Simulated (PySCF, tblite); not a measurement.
**CClF₃OSi (triplet), a small gas-phase stand-in for a defect centre: EPR parameters**

What EPR parameters should one expect for `F[Si](F)(F)O[C]Cl`? It is drawn as: twofold C.

Computed with tblite 0.8.0 and PySCF 2.14.0; each step states its level. No surroundings beyond the atoms listed, unless a continuum is named. Atoms count from 0, parts from 1.

## 1. Starting point

7 atoms, charge 0, multiplicity 3; geometry: distance geometry start.

## 2. Relaxing the cluster with GFN2-xTB

The job: settings as JSON, then the geometry in Å.

```
{"job": {"kind": "relax", "xc": "GFN2-xTB", "basis": "xTB"}, "charge": 0, "multiplicity": 3}
C      0.112424     1.109043    -0.144844
Cl     0.003893     2.640422    -1.026742
O     -0.033944    -0.037955     0.604810
Si    -1.413919    -1.154220     0.459436
F     -2.368792    -1.007594     1.835947
F     -0.821058    -2.722548     0.362749
F     -2.313116    -0.808010    -0.905695
```

Method: GFN2-xTB geometry optimisation, gas phase.

Command:

```
$ OMP_NUM_THREADS=1 python cluster_run.py task.json out
```

One launch serves the whole session: the jobs run in the order shown.

**Question.** The jobs that follow are: PBE0-D3(BJ)/def2-SVP geometry optimisation, gas phase; UKS B3LYP, IGLO-III on C Cl F O Si, non-relativistic, mean-field spin-orbit, GIAO; UKS BHandHLYP, IGLO-III on C Cl F O Si, non-relativistic, mean-field spin-orbit, GIAO. Predict: point group; rotational constants (main isotopes); D, E (B3LYP); g(iso) (B3LYP); ⟨S²⟩; largest a(iso).

As calculated:

| quantity | value |
| --- | --- |
| point group | C1 |
| rotational constants (main isotopes) | 3.70, 0.91, 0.90 GHz |
| D, E (B3LYP) | -13.019, -0.147 cm⁻¹ |
| g(iso) (B3LYP) | 2.00324 |
| ⟨S²⟩ | 2.006 (exact 2.00) |
| largest a(iso) | 13C on C0, 467.3 MHz |

**Reading.** The start of the PBE0/def2-SVP relaxation was shaken at random by about 0.01 Å, so part of the energy gained, and of the first lengths quoted, undoes that. The optimisation took 14 steps and gained 0.288 eV; among the close pairs (by a distance rule), O2–Si3 changed most, from 1.547 to 1.652 Å (PBE0/def2-SVP). C0 carries the largest spin population, 1.64 e. The isotropic g lies 0.9 ppt above the free-electron value. The coupling of 13C on C0 runs from 467.3 (B3LYP/IGLO-III) to 500.2 MHz (BHandHLYP/IGLO-III). The triplet was assumed; the singlet may lie lower.
